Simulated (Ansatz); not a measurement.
A run of Ansatz 0.2.0 is set up as follows.

input.yaml

```yaml
crystal:
  lattice:
    - [4.27531, -0.0004, 0.00636]
    - [-2.08399, 5.20775, -0.04907]
    - [-2.12377, -1.86574, 4.91491]
  atoms:
    - { symbol: H, position: [0.99073, 0.0333, 0.90994] }
    - { symbol: Pb, position: [0.50274, 0.81989, 0.14287] }
    - { symbol: "N", position: [0.00838, 0.47408, 0.50265] }
    - { symbol: O, position: [0.99816, 0.92741, 0.02877] }
    - { symbol: O, position: [0.19467, 0.73435, 0.60852] }
    - { symbol: O, position: [0.81673, 0.35882, 0.24556] }
    - { symbol: O, position: [0.01381, 0.33121, 0.65217] }
hamiltonian:
  xc: pbe
  pseudopotentials: { kind: paw }
kpoints:
  mp_grid: { grid: [8, 6, 6] }
scf:
  occupations: { method: fermi_dirac, width: 0.05 }
output:
  forces: true
  stress: true
  eigenvalues: true
  write_density: true
  write_potential: true
  elf: true
  volumetric_format: npy
```

Potentials or basis: Ansatz PAW.

Launch:

```bash
$ ansatz run input.yaml --threads 8 --pin off --max-ram 20480MiB --backend cpu --events-out ev --progress --plain --runs-dir out
```

(1) Predict the pressure.

(2) What does it give for the band gap on the k mesh?

(3) Predict the largest force.

Results:

(1) 0.0 GPa.

(2) 2.82 eV, indirect (least direct gap 3.16 eV).

(3) 0.005 eV/Å.

Caveat: the pressure holds a Pulay correction of +0.6 GPa for the finite cutoff; spin-orbit coupling is left out, which as a rule narrows the gap of such compounds by several tenths of an eV.
